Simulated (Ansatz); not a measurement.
**AlRu (rocksalt type): how the settings move a single-point run**

Question: which choices in the input matter for AlRu (rocksalt type)?

Program: Ansatz 0.2.0. Level of theory: reference: DFT, LDA, PAW with Ansatz's default frozen-core files, scalar-relativistic. These are calculated values, not measurements.

## Step 1: The structure to begin with

It takes space group Fm-3m (No. 225, cubic). The conventional cell has a = 4.214 Å, b = 4.214 Å, c = 4.214 Å, α = 90.00°, β = 90.00°, γ = 90.00°. Ru (site symmetry m-3m) has 6 Al at 2.11 Å as nearest neighbours. Around Al (site symmetry m-3m) lie 6 Ru at 2.11 Å.

Coordinates:

```cif
data_structure
_symmetry_space_group_name_H-M 'P 1'
_symmetry_Int_Tables_number 1
_cell_length_a 2.9797
_cell_length_b 2.9797
_cell_length_c 2.9797
_cell_angle_alpha 60.000
_cell_angle_beta 60.000
_cell_angle_gamma 60.000
_cell_volume 18.71
loop_
_atom_site_label
_atom_site_type_symbol
_atom_site_fract_x
_atom_site_fract_y
_atom_site_fract_z
_atom_site_occupancy
Ru1 Ru 0.00000 0.00000 0.00000 1
Al1 Al 0.50000 0.50000 0.50000 1
```

## Step 2: The reference run

The input, input.yaml:

```yaml
crystal:
  lattice:
    - [0.0, 2.1069446902, 2.1069446902]
    - [2.1069446902, 0.0, 2.1069446902]
    - [2.1069446902, 2.1069446902, 0.0]
  atoms:
    - { symbol: Ru, position: [0.0, 0.0, 0.0] }
    - { symbol: Al, position: [0.5, 0.5, 0.5] }
kpoints:
  mp_grid: { grid: [14, 14, 14] }
scf:
  occupations: { method: fermi_dirac, width: 0.05 }
hamiltonian:
  xc: lda
  pseudopotentials: { kind: paw, partial_waves: polarizable }
output:
  forces: true
  stress: true
  eigenvalues: true
```

Launch:

```
ansatz run input.yaml --threads 1 --pin off --max-ram 2048MiB --backend cpu --events-out ev --progress --plain --runs-dir out
```

## Step 3: Changing settings: n_extra_bands 8

Edit input.yaml of step 2 so:

```diff
@@ -12,2 +12,3 @@
   occupations: { method: fermi_dirac, width: 0.05 }
+  n_extra_bands: 8
 hamiltonian:
```

**Question.** What will these runs give? Wanted: for each run, ending; energy change; pressure; gap; force.

The runs gave:

```tsv
run	ending	energy change	pressure (GPa)	gap (eV)	force (eV/Å)	cycles	time
reference	converged	0	187.1	0.00	0.00	6	1.1 s
1: n_extra_bands 8	converged	0.0 meV/atom	187.1	0.00	0.00	6	1.2 s
```

Residual by cycle in the longest SCF loop of each run; runs are numbered as in the table. The quantity is the density residual dr2, in eV.

```tsv
cycle	reference	run 1
1	0.0505	0.0513
2	0.0116	0.0122
3	0.00121	0.00122
4	3.0e-5	3.1e-5
5	9.0e-7	1.9e-7
6	1.5e-8	7.1e-9
```

What this shows: Energy and cycle count are those of the reference, so the change (band count) left the result and the number of cycles as they were. The structure is not at rest: the sound run finds 187 GPa, so these are no properties of the relaxed crystal. 
